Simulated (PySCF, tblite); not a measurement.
# C7H11ClSi2: geometry, infrared bands and NMR shifts

What infrared bands and NMR shifts should C7H11ClSi2 (`C#C[Si@@H](C#C[SiH2]Cl)C(C)C`) show?

Programs: tblite 0.8.0 and PySCF 2.14.0, with density-fitted response routines of our own. Each step states its level of theory. These are calculated values for one molecule in the gas phase, unless marked as measured. Atoms are numbered from 0 throughout.

### Step 1. The molecule as given

21 atoms, charge 0, multiplicity 1; geometry from: force field or distance geometry start.

Bonds of the start (Å): C0–C1 1.21, C1–Si2 1.87, Si2–C3 1.88, C3–C4 1.20, C4–Si5 1.87, Si5–Cl6 2.05, Si2–C7 1.93, C7–C8 1.54, C7–C9 1.53, C0–H10 1.07, Si2–H11 1.48, Si5–H12 1.49, Si5–H13 1.49, C7–H14 1.11, C8–H15 1.08, C8–H16 1.10, C8–H17 1.10, C9–H18 1.10, C9–H19 1.10, C9–H20 1.09.

### Step 2. Optimising the geometry with GFN2-xTB

Job settings and geometry (Å):

```
{"job": {"kind": "relax", "xc": "GFN2-xTB", "basis": "xTB"}, "charge": 0, "multiplicity": 1}
C     -1.095300    -0.725900     3.667800
C     -0.792300    -0.133900     2.658700
Si    -0.282200     0.772400     1.101100
C      1.358300     0.155100     0.432500
C      2.403000    -0.260700     0.014800
Si     4.015200    -0.897000    -0.682800
Cl     3.863500    -1.032300    -2.722500
C     -1.655100     0.588000    -0.242800
C     -1.887900    -0.877200    -0.665300
C     -1.399600     1.445400    -1.483000
H     -1.385600    -1.244200     4.555300
H     -0.169500     2.220500     1.407800
H      5.136800     0.032700    -0.374400
H      4.339100    -2.254500    -0.168700
H     -2.587400     0.957400     0.223200
H     -1.006800    -1.302500    -1.130200
H     -2.719700    -0.939100    -1.377500
H     -2.149900    -1.507900     0.193900
H     -1.282600     2.506400    -1.214300
H     -0.479000     1.135100    -2.003700
H     -2.232100     1.379100    -2.190300
```

Started as:

```console
$ OMP_NUM_THREADS=1 python probes_run.py task.json out
```

This one command runs all jobs of the session in turn.

**Question.** This job is followed by: GFN2-xTB harmonic vibrations, gas phase; GIAO PBE0/pcSseg-1 NMR shielding, non-relativistic, gas phase. Predict these results of the whole session: strongest single infrared mode (GFN2-xTB); zero-point energy (GFN2-xTB); 13C shifts against TMS (PBE0/pcSseg-1); 1H shifts against TMS (PBE0/pcSseg-1, means over atoms taken as alike); 29Si shifts against TMS (PBE0/pcSseg-1); 35Cl shifts against HCl (PBE0/pcSseg-1).

The runs gave:

| quantity | value |
| --- | --- |
| strongest single infrared mode (GFN2-xTB) | 864 cm⁻¹, 349 km/mol |
| zero-point energy (GFN2-xTB) | 92.6 kcal/mol |
| 13C shifts against TMS (PBE0/pcSseg-1) | 118.0, 115.2, 104.1, 86.5, 20.5, 19.7, 19.5 ppm |
| 1H shifts against TMS (PBE0/pcSseg-1, means over atoms taken as alike) | 5.29, 5.26, 4.74, 1.94, 1.37, 1.22, 1.22 ppm |
| 29Si shifts against TMS (PBE0/pcSseg-1) | -47.4, -57.9 ppm |
| 35Cl shifts against HCl (PBE0/pcSseg-1) | -42 ppm |

In words: Over 74 steps the energy fell by 0.106 eV; of the close pairs, Si5–H12 changed most, 1.489 to 1.461 Å. The lowest mode is slightly imaginary (5i cm⁻¹), a soft motion within the noise of the Hessian, so the minimum is not strictly shown. The strongest single mode, at 864 cm⁻¹, is carried by C3, C4, Si2, Si5. GFN2-xTB is a fitted tight-binding method: band positions and strengths are rough. Its intensities can rank the bands wrongly.
